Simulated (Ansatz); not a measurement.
# PrBe3Si: the cost of one run

Program: Ansatz 0.2.0. Level of theory: DFT PBE, scalar-relativistic, plane waves, PAW; 4f electrons in the core of a trivalent norm-conserving potential, unless a step names another level. These are calculated values, not measurements.

7 further runs of the same task are left out: 2 that didn't finish, 5 set aside as unsound or not needed. Runs told in other sessions of the task aren't counted.

### Step 1. Plan

Pauling electronegativities: Pr 1.13, Be 1.57, Si 1.90 (spread 0.77). No set of common oxidation states balances it. Tabulated atomic sizes suggest about 13 Å³/atom. 20 candidates were drawn, by swapping species into database cells of other compounds, at random by space group and Wyckoff sites, or by hand, as the table says:

```csv
name,made from,space group no.,Wyckoff sites,atoms (primitive cell),V (Å³/atom)
c01,random,8,"Pr 2a; Be 4b, 2a; Si 2a",5,15.7
c02,random,71,"Pr 2c; Be 4j, 2a; Si 2b",5,15.9
c03,database cell of KAgF3,65,"Pr 2d; Be 4e, 2c; Si 2b",5,11.7
c04,random,12,"Pr 2b; Be 4h, 2c; Si 2a",5,13.8
c05,database cell of SbOF3,71,"Pr 2b; Be 4i, 2d; Si 2a",5,12.8
c06,random,10,"Pr 1e; Be 2m, 1c; Si 1g",5,14.7
c07,random,155,Pr 3b; Be 9d; Si 3a,5,12.9
c08,random,191,Pr 1a; Be 3f; Si 1b,5,14.0
c09,random,221,Pr 1a; Be 3d; Si 1b,5,15.6
c10,random,51,"Pr 2c; Be 2d, 4k; Si 2f",10,15.5
c11,database cell of NdCoSi3,107,"Pr 2a; Be 2a, 4b; Si 2a",5,12.8
c12,database cell of Ca3SnO,221,Pr 1b; Be 3c; Si 1a,5,13.8
c13,random,65,"Pr 2a; Be 2b, 4f; Si 2d",5,15.7
c14,database cell of NaBPt3,191,"Pr 1a, 1b; Be 6i; Si 2d",10,12.8
c15,random,187,"Pr 1f; Be 2i, 1a; Si 1b",5,13.2
c16,database cell of LaCoO3,221,Pr 1a; Be 3c; Si 1b,5,10.8
c17,database cell of LaGa3Pd,119,"Pr 2a; Be 4e, 2c; Si 2d",5,12.9
c18,database cell of LuGaO3,194,"Pr 2a; Be 4f, 2b; Si 2c",10,11.7
c19,random,173,Pr 2a; Be 6c; Si 2b,10,16.4
c20,random,225,"Pr 8c; Be 24e; Si 4a, 4b",10,12.9
```

### Step 2. Screening run of c01

input.yaml

```yaml
crystal:
  lattice:
    - [2.71450062, -3.24502685, 0.0]
    - [2.71450062, 3.24502685, 0.0]
    - [-0.30966705, 0.0, 4.4448216]
  atoms:
    - { symbol: Pr, position: [0.91655961, 0.91655961, 0.00861004] }
    - { symbol: Be, position: [0.16431281, 0.60528654, 0.50064953] }
    - { symbol: Be, position: [0.60528654, 0.16431281, 0.50064953] }
    - { symbol: Be, position: [0.51596871, 0.51596871, 0.92332648] }
    - { symbol: Si, position: [0.66016588, 0.66016588, 0.52020399] }
basis:
  ecutwfc: 660
kpoints:
  mp_grid: { grid: [4, 4, 4] }
hamiltonian:
  xc: pbe
  pseudopotentials:
    kind: paw
    azcp: { Pr: "pseudopotentials/pbe/nc/lanthanide_3plus/Pr.nc.azcp" }
scf:
  occupations: { method: gaussian, width: 0.2 }
  lower_state_search: "off"
output:
  forces: true
  stress: true
  eigenvalues: true
relax:
  adjacent_minimum: "off"
  f_tol: 0.08
  max_steps: 16
  cell: { stress_tol: 0.8 }
```

Command:

```
> ansatz run input.yaml --threads 1 --pin off --max-ram 2816MiB --backend cpu --events-out ev --progress --plain --runs-dir out
```

**Question.** How long does this run take on 1 thread of Arm Neoverse V1, shared host, and how much memory does it need?

About 90 s, with a peak of 0.34 GiB.
